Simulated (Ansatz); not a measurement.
# BH2OTe: the cost of one run

Method: UKS PBE/def2-SVP, in Ansatz 0.2.0.

### Step 1. The starting structure

Bond lengths: B1–O2 1.297 Å, O2–Te3 1.967 Å, B1–H4 1.180 Å, B1–H5 1.178 Å. Angles: B1–O2–Te3 145.7°, O2–B1–H4 123.2°, O2–B1–H5 116.0°, H4–B1–H5 120.7°.

Structure file:

```xyz
5

B    -0.2885    0.3308   -0.4728
O     0.1689   -0.6566    0.2331
Te    1.1318   -1.1753    1.8675
H    -0.1676    1.4613   -0.1582
H    -0.8446    0.0398   -1.4695
```

### Step 2. Preparing the start

Input file input.yaml:

```yaml
crystal:
  periodic: [false, false, false]
  atoms:
    - { symbol: B, position_ang: [-0.28848, 0.33081, -0.47285] }
    - { symbol: O, position_ang: [0.16888, -0.65658, 0.23307] }
    - { symbol: Te, position_ang: [1.13175, -1.17528, 1.86754] }
    - { symbol: H, position_ang: [-0.1676, 1.46129, -0.15824] }
    - { symbol: H, position_ang: [-0.84455, 0.03976, -1.46952] }
magnetization:
  spin_polarized: true
  initial_magnetization: 1
basis:
  gaussian: { orbitals: def2-SVP }
hamiltonian:
  xc: pbe
relax:
  f_tol: 0.02
  max_steps: 40
output:
  orbitals: {}
```

On the command line:

```bash
$ ansatz run input.yaml --threads 1 --pin off --max-ram 2048MiB --backend cpu --events-out ev --progress --plain --runs-dir out
```

Q: Estimate wall time and peak memory on 1 thread of Intel Xeon Platinum 8488C (Sapphire Rapids), shared host.

About 35 s, with a peak of 0.18 GiB.
